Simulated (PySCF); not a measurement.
# [SSe2]2+: singlet, from a bent start

Where does singlet [SSe2]2+ go from a bent start, is the end point a minimum, and what are its modes, charges and moments?

Method: PBE0, basis S def2-TZVP, Se def2-TZVP, no relativity, density fitting; program: PySCF 2.14.0.

**1. The system as given**

3 atoms, charge 2, spin multiplicity 1.

Bond lengths: S1–Se2 1.970 Å, S1–Se3 1.970 Å. Angles: Se2–S1–Se3 110.0°.

Coordinates in bohr (charge 2 multiplicity 1):
```
S     0.0000    0.0000   -1.7791
Se    3.0493    0.0000    0.3559
Se   -3.0493    0.0000    0.3559
```

**2. Relaxing the singlet from the bent start**

The steps below are one call of a driver around PySCF. For each, scf.py gives the equivalent set-up of the SCF; relaxations use the driver's own optimiser. Before each start the driver seeks the lowest SCF state from one or more starting densities and follows internal instabilities, so scf.py alone need not reach the same state.

The program finds C2v symmetry in the start, which this walk keeps. The walk stops when the largest gradient is under 0.0003 Eh/bohr and the energy has settled too.

scf.py reads:

```python
from pyscf import gto, scf, dft
mol = gto.M(atom='''
S      0.000000     0.000000    -0.941473
Se     1.613600    -0.000000     0.188327
Se    -1.613600     0.000000     0.188327''',
    basis={'S': 'def2-TZVP', 'Se': 'def2-TZVP'},
    charge=2, spin=0)
mf = dft.RKS(mol, xc='PBE0')
mf.grids.atom_grid = (50, 194)
aux = {'S': 'def2-universal-JKFIT', 'Se': 'def2-universal-JKFIT'}
mf = mf.density_fit(auxbasis=aux)
mf.kernel()
```

The runs that follow: Hessian and properties.

Q: Predict the outcome of this session. Wanted: minimum; geometry; wavenumbers; dipole moment; highest occupied, lowest empty level; polar-tensor charge of S1; zero-point energy.

**Answer**, as computed:

| quantity | value |
| --- | --- |
| minimum | singlet, C2v |
| geometry | Se–Se 2.581 Å, S–Se 2.090 Å (×2); Se–S–Se 76.3°, S–Se–Se 51.9° (×2) |
| wavenumbers (cm⁻¹) | 227 (a1), 408 (b2), 552 (a1) |
| dipole moment (centre of mass) | 1.80 D |
| highest occupied, lowest empty level | -19.48, -17.45 eV |
| polar-tensor charge of S1 | +0.72 e |
| zero-point energy | 7.1 kJ/mol |
| entropy at 298.15 K | 296.5 J/(mol K) |

In words: The molecule stays C2v, as typed, and the end point is a minimum. The strongest infrared band lies at 408 cm⁻¹ (b2). Other starts or spin states, not run here, may lie lower.
